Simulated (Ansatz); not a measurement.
# Lu2Ge3 (Amm2) in Ansatz: convergence with wavefunction cutoff

Aim: find how far wavefunction cutoff must go before the results for Lu2Ge3 settle, at PBE. This setting moves, with any that are tied to it; all else stays.

Everything below comes from runs of Ansatz 0.2.0. Logs are shortened: lines on timing, memory, paths and dates and some standing lists are left out, and cuts for length are marked.

### Step 1. The crystal as given

The structure is orthorhombic, space group Amm2 (No. 38). Conventional cell: a = 6.849 Å, b = 4.327 Å, c = 7.542 Å, α = 90.00°, β = 90.00°, γ = 90.00°. Lu (site symmetry m) is surrounded by 9 Ge at 2.95 to 3.13 Å and 1 Lu at 3.14 Å. Ge (site symmetry mm2) has 3 Ge at 2.50 to 2.51 Å as nearest neighbours. Ge (site symmetry mm2) has 6 Lu at 2.95 to 2.96 Å as nearest neighbours. Ge (site symmetry mm2) is surrounded by 3 Ge at 2.50 to 2.51 Å.

The cell comes from a database or a generator and needn't be the stable form of this composition.

### Step 2. With wavefunction cutoff 400 eV

The input, input.yaml:

```yaml
crystal:
  lattice:
    - [6.848828, 0.0, 0.0]
    - [0.0, 2.1634980004, 3.7710640006]
    - [0.0, -2.1634980004, 3.7710640006]
  atoms:
    - { symbol: Lu, position: [0.270774, 4.4e-05, 4.4e-05] }
    - { symbol: Lu, position: [0.729226, 4.4e-05, 4.4e-05] }
    - { symbol: Ge, position: [0.0, 0.333609, 0.333609] }
    - { symbol: Ge, position: [0.5, 0.333177, 0.333177] }
    - { symbol: Ge, position: [0.0, 0.666508, 0.666508] }
hamiltonian:
  xc: pbe
  pseudopotentials: { kind: nc }
kpoints:
  mp_grid: { grid: [4, 6, 6] }
scf:
  occupations: { method: methfessel_paxton, width: 0.1 }
output:
  forces: true
  stress: true
  eigenvalues: true
basis:
  ecutwfc: "400 eV"
```

Potentials or basis: PseudoDojo standard (PBE files) with Ansatz NC.

Command:

```console
$ ansatz run input.yaml --threads 2 --pin off --max-ram 5632MiB --backend cpu --events-out ev --progress --plain --runs-dir out
```

Log:

```text
Warning: basis.ecutwfc = 400 eV is below the records' recommended 1360.569312 eV, and the density's cutoff is lower with it unless basis.ecutrho_ratio is high enough to keep the records' density cutoff: compare with a run at a higher cutoff
Warning: RAYON_NUM_THREADS=2 ignored (pool sized by the plan → 2); use --threads N
Engine: ansatz 0.2.0, aarch64-unknown-linux-gnu
Pseudopotentials: kind: nc
Pseudopotential: Lu, nc, valence charge 25, recommended cutoff 1360.569312 eV (normal), Lu.nc.azcp (PseudoDojo's, or run here from an input of PseudoDojo's: the run reads no file of this project's for it)
Pseudopotential: Ge, nc, valence charge 14, recommended cutoff 1061.244064 eV (normal), Ge.nc.azcp
Functional definition: PBE
  parameter kappa = 0.804
  parameter beta = 0.06672455060314922
  exchange = pbe_x(kappa = kappa, mu = beta*pi^2/3)
  correlation = pbe_c(beta = beta)
Crystal: 5 atoms, lattice volume = 111.755 Å³
Basis set: ecut = 400 eV, 2033 PW (Γ), exchange–correlation on 90×60×60 points (8 copies of the dense FFT grid, shifted against one another)
Bands: 56, of which v1, the nominal top of the filled ones, is band 46 counted from 1 (45 counted from 0)
Symmetry: 4 space group operations
Space group: Amm2 (ITA 38), of the structure as read, at distance tolerance 4.8e-5 Å
k-points: 39 of 144 (time reversal used)
Non-local potential: Lu, projectors of the file, l = 0: 2, l = 1: 2, l = 2: 2, l = 3: 2
Non-local potential: Ge, projectors of the file, l = 0: 2, l = 1: 2, l = 2: 2
Initial density: superposition of atomic densities (chi_scale 0.1, normalization cell, long waves kept (reshape's long-wave potential 0.07 eV rms))
Initial wavefunctions: pseudopotential atomic-orbital guess
Functional: x = pbe(κ = 0.804, μ = 0.2195149727645171), c = pbe(β = 0.06672455060314922)
SCF iter   1: F=—  HF=-20059.538274 eV  |F-HF|=—  |Δ(HF+E_count)|=         —  Δρ=1.67e0  dr2=2.09e3  ethr=3.10e-3  ⟨swp⟩=10.2  Hψ=11144  notcnv=0  defer=11
preconditioner: auto → LDOS  [metal: Δε(μ)=0.013 eV  Ē_g=14.711 eV  σ=0.100 eV  W_gap=0.11  n_scr=34 (ndim 8)  ℏωp=30.6 eV  f_vac=0.017  D(μ)=10.02/eV (n_scr^D=122)  β→1.0]
SCF iter   2: F=—  HF=-19429.346892 eV  |F-HF|=—  |Δ(HF+E_count)|=    6.30e2  S|Δr|=    0.00e0  Δρ=7.33e-1  dr2=5.49e2  ethr=3.10e-3  ⟨swp⟩=16.8  Hψ=35823  notcnv=0  defer=99
SCF iter   3: F=—  HF=-19357.064641 eV  |F-HF|=—  |Δ(HF+E_count)|=    7.23e1  S|Δr|=    0.00e0  Δρ=2.62e-1  dr2=7.00e1  ethr=3.10e-3  ⟨swp⟩=13.3  Hψ=13887  notcnv=0  defer=105
SCF iter   4: F=—  HF=-19350.677309 eV  |F-HF|=—  |Δ(HF+E_count)|=    6.39e0  S|Δr|=    0.00e0  Δρ=1.14e-1  dr2=7.49e0  ethr=3.10e-3  ⟨swp⟩=10.3  Hψ=9448  notcnv=0  defer=98
SCF iter   5: F=—  HF=-19349.639444 eV  |F-HF|=—  |Δ(HF+E_count)|=    1.04e0  S|Δr|=    0.00e0  Δρ=3.85e-2  dr2=1.28e0  ethr=3.10e-3  ⟨swp⟩=5.6  Hψ=4084  notcnv=0  defer=70
SCF iter   6: F=—  HF=-19349.551014 eV  |F-HF|=—  |Δ(HF+E_count)|=   8.84e-2  S|Δr|=    0.00e0  Δρ=1.13e-2  dr2=1.02e-1  ethr=1.39e-3  ⟨swp⟩=4.4  Hψ=3247  notcnv=0  defer=66
SCF iter   7: F=—  HF=-19349.549948 eV  |F-HF|=—  |Δ(HF+E_count)|=   1.07e-3  S|Δr|=    0.00e0  Δρ=5.05e-3  dr2=3.10e-2  ethr=1.11e-4  ⟨swp⟩=3.0  Hψ=2890  notcnv=0  defer=51
SCF iter   8: F=—  HF=-19349.548450 eV  |F-HF|=—  |Δ(HF+E_count)|=   1.50e-3  S|Δr|=    0.00e0  Δρ=3.31e-3  dr2=7.65e-3  ethr=3.37e-5  ⟨swp⟩=1.9  Hψ=2236  notcnv=0  defer=50
SCF iter   9: F=—  HF=-19349.547883 eV  |F-HF|=—  |Δ(HF+E_count)|=   5.66e-4  S|Δr|=    0.00e0  Δρ=5.60e-4  dr2=2.87e-4  ethr=8.32e-6  ⟨swp⟩=2.5  Hψ=2484  notcnv=0  defer=49
SCF iter  10: F=—  HF=-19349.547955 eV  |F-HF|=—  |Δ(HF+E_count)|=   7.16e-5  S|Δr|=    0.00e0  Δρ=1.96e-4  dr2=5.62e-5  ethr=3.12e-7  ⟨swp⟩=3.7  Hψ=3271  notcnv=0  defer=49
SCF iter  11: F=—  HF=-19349.550093 eV  |F-HF|=—  |Δ(HF+E_count)|=   2.14e-3  S|Δr|=    0.00e0  Δρ=1.36e-4  dr2=1.26e-5  ethr=6.11e-8  ⟨swp⟩=3.2  Hψ=3909  notcnv=0  defer=49
SCF iter  12: F=—  HF=-19349.550092 eV  |F-HF|=—  |Δ(HF+E_count)|=   8.18e-7  S|Δr|=    0.00e0  Δρ=6.12e-5  dr2=4.55e-6  ethr=1.37e-8  ⟨swp⟩=2.2  Hψ=2467  notcnv=0  defer=49
SCF iter  13: F=—  HF=-19349.550092 eV  |F-HF|=—  |Δ(HF+E_count)|=   3.56e-7  S|Δr|=    0.00e0  Δρ=3.75e-5  dr2=8.42e-7  ethr=4.95e-9  ⟨swp⟩=2.2  Hψ=2461  notcnv=0  defer=49
SCF iter  14: F=-19349.550092 eV  HF=-19349.550092 eV  |F-HF|=1.40e-8  |Δ(HF+E_count)|=   7.27e-8  S|Δr|=    0.00e0  Δρ=4.70e-6  dr2=2.42e-8  ethr=1.09e-10  ⟨swp⟩=16.8  Hψ=14734  notcnv=0
SCF 1 converged in 14 iterations: F = -19349.550092 eV  dr2 = 2.42e-8
SCF converged after 14 iterations
Stability not checked: this state was not tested for a lower state beside it, because cold or Methfessel-Paxton smearing, or corrected tetrahedra, fill the levels in a way that the test cannot read (fill_not_monotonic; see scf.lower_state_search)
Free energy (F): -19349.550092 eV
Harris-Foulkes:  -19349.550092 eV  (|F-HF|=1.40e-8)
Internal energy: -19349.547407 eV  (E = F + TS)
E sigma→0 (E₀):  -19349.549421 eV
Entropy (-TS):   -0.002685 eV (-0.537 meV/atom)
Fermi energy:    14.221370 eV
--- Per-component energies (eV) ---
  E_band       = -704.327491
  E_kinetic    = 8289.922711
  E_local      = -15106.182273  (includes V_loc(G=0)·N_el)
  E_nonlocal   = -1169.081061
  E_hartree    = 4866.234937
  E_xc         = -3449.774486
  E_vxc        = -2451.445628  (∫ρ·V_xc dr)
  E_ewald      = -12780.667233
  E_smearing   = -0.002685  (= −TS)
  E_closure    = -0.000000  (closes the sum)
  Σ components = -19349.550092   (vs F -19349.550092, Δ=0.00e0)
--- Forces (eV/Å), atoms counted from 1 ---
  atom   1  Lu     9.08098244     0.00000000     0.04436683
  atom   2  Lu    -9.08098244     0.00000000     0.04436683
  atom   3  Ge     0.00000000    -0.00000000     0.08188620
  atom   4  Ge     0.00000000    -0.00000000    -0.07827592
  atom   5  Ge     0.00000000     0.00000000    -0.09154038
  max |Σ_I F_I| component: 8.04e-4 eV/Å
--- Stress (GPa, compression-positive) ---
      -38.397472      -0.000000       0.000000
       -0.000000     -42.004845       0.000000
        0.000000       0.000000     -24.244494
  P = ⅓ Tr σ = -34.8823 GPa (-348.823 kbar)
--- Band table (eV; the first three rows and the last of 39) ---
  k-point 0: bands = ["-78.9651", "-78.9485", "-41.2913", "-41.2844", "-41.2814", "-41.2751", "-41.2565", "-41.2227", "-11.7112", "-11.1633", "-10.9971", "-10.6458", "-10.6065", "-10.5677", "-10.3803", "-10.2056", "-9.8020", "-9.5470", "-9.5452", "-9.0846", "-8.9901", "-8.9886", "-8.9130", "1.8346", "4.8605", "5.5650", "5.6738", "5.6763", "5.8417", "5.8544", "6.0013", "6.0109", "6.2458", "6.2491", "6.2525", "9.6233", "9.7124", "12.5807", "12.6060", "13.2786", "13.3015", "13.4771", "13.7019", "13.8286", "13.8728", "14.0877", "14.2502", "14.2546", "14.6272", "14.8924", "14.8950", "15.0234", "15.1989", "16.2122", "16.2204", "16.3624"]
  k-point 1: bands = ["-78.9598", "-78.9195", "-41.2925", "-41.2916", "-41.2798", "-41.2793", "-41.2491", "-41.2008", "-10.9909", "-10.8488", "-10.8233", "-10.7440", "-10.6243", "-10.3766", "-10.0620", "-9.9187", "-9.7655", "-9.5162", "-9.4570", "-9.3273", "-9.1571", "-9.0376", "-8.6829", "2.0743", "4.6397", "5.5752", "5.6583", "5.7731", "5.8874", "5.9614", "6.0506", "6.1138", "6.2063", "6.2541", "6.3599", "8.6950", "9.8738", "12.0868", "12.5467", "12.9625", "13.5037", "13.6011", "13.7618", "13.8390", "14.3669", "14.5122", "14.5469", "14.6257", "14.8291", "15.0671", "15.2845", "15.3154", "15.6674", "15.7637", "15.9645", "16.4863"]
  k-point 2: bands = ["-78.9755", "-78.9141", "-41.2931", "-41.2927", "-41.2808", "-41.2800", "-41.2516", "-41.1929", "-10.9673", "-10.8842", "-10.5791", "-10.4727", "-10.4200", "-10.2285", "-10.0858", "-10.0666", "-10.0334", "-9.8066", "-9.6019", "-9.4374", "-9.2863", "-9.0332", "-8.7600", "2.7348", "4.3763", "5.4654", "5.5977", "5.6385", "5.8807", "6.0113", "6.1185", "6.1561", "6.2517", "6.5309", "6.6877", "7.4391", "10.6546", "11.3613", "11.4046", "13.0803", "13.4027", "13.8476", "13.9138", "14.0441", "14.1371", "14.2437", "14.3492", "14.6875", "14.7656", "14.8668", "14.9869", "15.1095", "15.2240", "15.3290", "15.9354", "16.1218"]
  k-point 38: bands = ["-79.0134", "-78.9607", "-41.3134", "-41.3011", "-41.2796", "-41.2781", "-41.2439", "-41.2129", "-11.0727", "-10.8960", "-10.8377", "-10.7232", "-10.5787", "-10.4663", "-10.4613", "-10.2741", "-10.1645", "-10.1305", "-9.9735", "-9.8399", "-9.7852", "-9.3004", "-9.0288", "3.3290", "4.4332", "4.7410", "5.7870", "5.8084", "5.8719", "5.9375", "6.0947", "6.1186", "6.2153", "6.6019", "6.6662", "6.9637", "10.4974", "11.3993", "12.1573", "12.9680", "12.9952", "13.0442", "13.5302", "13.5665", "13.5970", "13.6444", "13.8179", "13.8854", "14.0136", "14.4088", "14.4351", "14.5745", "15.0361", "15.4639", "15.4966", "15.9422"]
```

It took 29 s on 2 threads of Arm Neoverse V1, shared host; peak memory 0.35 GiB.

What came out:

| Quantity | Value |
| --- | --- |
| Free energy | -19349.5501 eV |
| Pressure | -34.9 GPa |
| Largest force | 9.081 eV/Å |
| Band gap on the k mesh | none (metal or under the smearing width) |

### Step 3. With wavefunction cutoff 500 eV

Changes to input.yaml since step 2:

```diff
@@ -23,2 +23,2 @@
 basis:
-  ecutwfc: "400 eV"
+  ecutwfc: "500 eV"
```

Potentials or basis: PseudoDojo standard (PBE files) with Ansatz NC.

Command:

```console
$ ansatz run input.yaml --threads 2 --pin off --max-ram 5632MiB --backend cpu --events-out ev --progress --plain --runs-dir out
```

It took 44 s on 2 threads of Arm Neoverse V1, shared host; peak memory 0.4 GiB.

Results:

* Free energy: -19893.2787 eV
* Pressure: -14.7 GPa
* Largest force: 3.286 eV/Å
* Band gap on the k mesh: none (metal or under the smearing width)

### Step 4. With wavefunction cutoff 600 eV

Changes to input.yaml since step 3:

```diff
@@ -23,2 +23,2 @@
 basis:
-  ecutwfc: "500 eV"
+  ecutwfc: "600 eV"
```

Command:

```console
$ ansatz run input.yaml --threads 2 --pin off --max-ram 5632MiB --backend cpu --events-out ev --progress --plain --runs-dir out
```

It took 26 s on 2 threads of Arm Neoverse V1, shared host; peak memory 0.47 GiB.

Results:

```
Free energy            : -20313.6491 eV
Pressure               : -8.3 GPa
Largest force          : 0.196 eV/Å
Band gap on the k mesh : none (metal or under the smearing width)
```

### Step 5. With wavefunction cutoff 700 eV

Changes to input.yaml since step 4:

```diff
@@ -23,2 +23,2 @@
 basis:
-  ecutwfc: "600 eV"
+  ecutwfc: "700 eV"
```

Command:

```console
$ ansatz run input.yaml --threads 2 --pin off --max-ram 5632MiB --backend cpu --events-out ev --progress --plain --runs-dir out
```

Wall time 31 s (2 threads of Arm Neoverse V1, shared host); peak memory 0.55 GiB.

What came out:

- Free energy: -20539.4234 eV
- Pressure: -3.7 GPa
- Largest force: 0.178 eV/Å
- Band gap on the k mesh: none (metal or under the smearing width)

### Step 6. With wavefunction cutoff 850 eV

Changes to input.yaml since step 5:

```diff
@@ -23,2 +23,2 @@
 basis:
-  ecutwfc: "700 eV"
+  ecutwfc: "850 eV"
```

Potentials or basis: PseudoDojo standard (PBE files) with Ansatz NC.

Command:

```console
$ ansatz run input.yaml --threads 2 --pin off --max-ram 5632MiB --backend cpu --events-out ev --progress --plain --runs-dir out
```

Run time: 40 s. Hardware: 2 threads of Arm Neoverse V1, shared host; peak memory 0.67 GiB.

Results (log left out):

| Quantity | Value |
| --- | --- |
| Free energy | -20674.0702 eV |
| Pressure | -0.3 GPa |
| Largest force | 0.260 eV/Å |
| Band gap on the k mesh | none (metal or under the smearing width) |

### Step 7. With wavefunction cutoff 1000 eV

Changes to input.yaml since step 6:

```diff
@@ -23,2 +23,2 @@
 basis:
-  ecutwfc: "850 eV"
+  ecutwfc: "1000 eV"
```

Command:

```console
$ ansatz run input.yaml --threads 2 --pin off --max-ram 5632MiB --backend cpu --events-out ev --progress --plain --runs-dir out
```

It took 39 s on 2 threads of Arm Neoverse V1, shared host; peak memory 0.77 GiB.

It converged, with:

```yaml
Free_energy: -20704.2246 eV
Pressure: 0.6 GPa
Largest_force: 0.209 eV/Å
Band_gap_on_the_k_mesh: none (metal or under the smearing width)
```

### Step 8. With wavefunction cutoff 1200 eV

Changes to input.yaml since step 7:

```diff
@@ -23,2 +23,2 @@
 basis:
-  ecutwfc: "1000 eV"
+  ecutwfc: "1200 eV"
```

Command:

```console
$ ansatz run input.yaml --threads 2 --pin off --max-ram 5632MiB --backend cpu --events-out ev --progress --plain --runs-dir out
```

Run time: 59 s. Hardware: 2 threads of Arm Neoverse V1, shared host; peak memory 0.96 GiB.

The run converged. Its results:

```
Free energy            : -20708.0835 eV
Pressure               : 0.7 GPa
Largest force          : 0.214 eV/Å
Band gap on the k mesh : none (metal or under the smearing width)
```

### Step 9. With wavefunction cutoff 1400 eV

Changes to input.yaml since step 8:

```diff
@@ -23,2 +23,2 @@
 basis:
-  ecutwfc: "1200 eV"
+  ecutwfc: "1400 eV"
```

Potentials or basis: PseudoDojo standard (PBE files) with Ansatz NC.

Command:

```console
$ ansatz run input.yaml --threads 2 --pin off --max-ram 5632MiB --backend cpu --events-out ev --progress --plain --runs-dir out
```

Run time: 84 s. Hardware: 2 threads of Arm Neoverse V1, shared host; peak memory 1.2 GiB.

Results (log left out):

```yaml
Free_energy: -20708.1325 eV
Pressure: 0.7 GPa
Largest_force: 0.214 eV/Å
Band_gap_on_the_k_mesh: none (metal or under the smearing width)
```

### Step 10. With wavefunction cutoff 1700 eV

Changes to input.yaml since step 9:

```diff
@@ -23,2 +23,2 @@
 basis:
-  ecutwfc: "1400 eV"
+  ecutwfc: "1700 eV"
```

Command:

```console
$ ansatz run input.yaml --threads 2 --pin off --max-ram 5632MiB --backend cpu --events-out ev --progress --plain --runs-dir out
```

It took 1.9 min on 2 threads of Arm Neoverse V1, shared host; peak memory 1.5 GiB.

It converged, with:

| Item | Value |
| --- | --- |
| Free energy | -20708.1338 eV |
| Pressure | 0.7 GPa |
| Largest force | 0.214 eV/Å |
| Band gap on the k mesh | none (metal or under the smearing width) |

### Step 11. Summary

```csv
wavefunction cutoff,"energy less the tightest run, at zero smearing (meV/atom)",pressure (GPa),largest force (eV/Å),SCF cycles,CPU time (s),peak memory (GiB)
400 eV,271716.76,-34.88,9.081,14,57,0.35
500 eV,162971.10,-14.67,3.286,22,87,0.4
600 eV,78896.84,-8.27,0.196,14,52,0.47
700 eV,33742.01,-3.67,0.178,11,62,0.55
850 eV,6812.68,-0.31,0.260,11,79,0.67
1000 eV,781.83,0.56,0.209,9,78,0.77
1200 eV,10.04,0.74,0.214,11,120,0.96
1400 eV,0.25,0.75,0.214,11,170,1.2
1700 eV,0.00,0.75,0.214,11,230,1.5
```

Against the tightest run, the energy stays within 1 meV/atom from 1400 eV on; the pressure stays within 0.1 GPa from 1200 eV on; the largest force stays within 0.005 eV/Å from 1000 eV on. The tightest run that finished is the yardstick and may itself not be fully converged.
